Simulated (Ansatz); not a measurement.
# F3H3O3W: the cost of one run

Method: the settings change from run to run; program: Ansatz 0.2.0, Gaussian basis.

### 1 The relaxed structure

An earlier PBE0-D4 in a triple-zeta def2 set relaxation fixed the geometry. W takes a core potential in def2 sets; no spin-orbit term is included.

SMILES `[OH][W]([OH])([OH])([F])([F])[F]`, 10 atoms, charge 0, spin multiplicity 1.

Atoms are counted from 1 here; the program's logs count them from 0.

Bond lengths: O1–W2 1.864 Å, O1–H8 0.961 Å, W2–O3 1.864 Å, W2–O4 1.864 Å, W2–F5 1.877 Å, W2–F6 1.877 Å, W2–F7 1.877 Å, O3–H9 0.961 Å, O4–H10 0.961 Å. Angles: W2–O1–H8 125.1°, O1–W2–O3 92.7°, O1–W2–O4 92.7°, O1–W2–F5 97.8°, O1–W2–F6 169.2°, O1–W2–F7 84.4°, O3–W2–O4 92.7°, O3–W2–F5 84.5°, O3–W2–F6 97.8°, O3–W2–F7 169.2°, O4–W2–F5 169.2°, O4–W2–F6 84.4°, O4–W2–F7 97.8°, F5–W2–F6 85.6°, F5–W2–F7 85.6°, F6–W2–F7 85.6°, W2–O3–H9 125.2°, W2–O4–H10 125.1°.

### 2 PBE-QIDH/def2-TZVPP

This run has relativity set to none.

Contents of in.yaml:

```yaml
crystal:
  periodic: [false, false, false]
  atoms:
    - {symbol: O, position_ang: [-0.848698, -1.515397, -0.262557]}
    - {symbol: W, position_ang: [-0.117368, 0.173210, 0.037143]}
    - {symbol: O, position_ang: [1.140826, -0.488927, 1.243144]}
    - {symbol: O, position_ang: [1.053742, 0.018903, -1.405359]}
    - {symbol: F, position_ang: [-1.097185, 0.606459, 1.577773]}
    - {symbol: F, position_ang: [0.430711, 1.967819, 0.055050]}
    - {symbol: F, position_ang: [-1.613584, 0.789249, -0.913232]}
    - {symbol: H, position_ang: [-1.612641, -1.697005, -0.816480]}
    - {symbol: H, position_ang: [1.012332, -0.561669, 2.192698]}
    - {symbol: H, position_ang: [1.651877, 0.707369, -1.708191]}
basis:
  gaussian: {orbitals: def2-TZVPP}
hamiltonian: {xc: {name: PBE-QIDH}, pseudopotentials: {relativity: none}}
output: {forces: true}
```

Started as:

```bash
ansatz run in.yaml --threads 4 --pin off --events-out ev --progress --plain --max-ram 11315MiB
```

Q: Estimate wall time and peak memory on 4 threads of Arm Neoverse V1, shared host.

About 40 s, with a peak of 1.1 GiB.
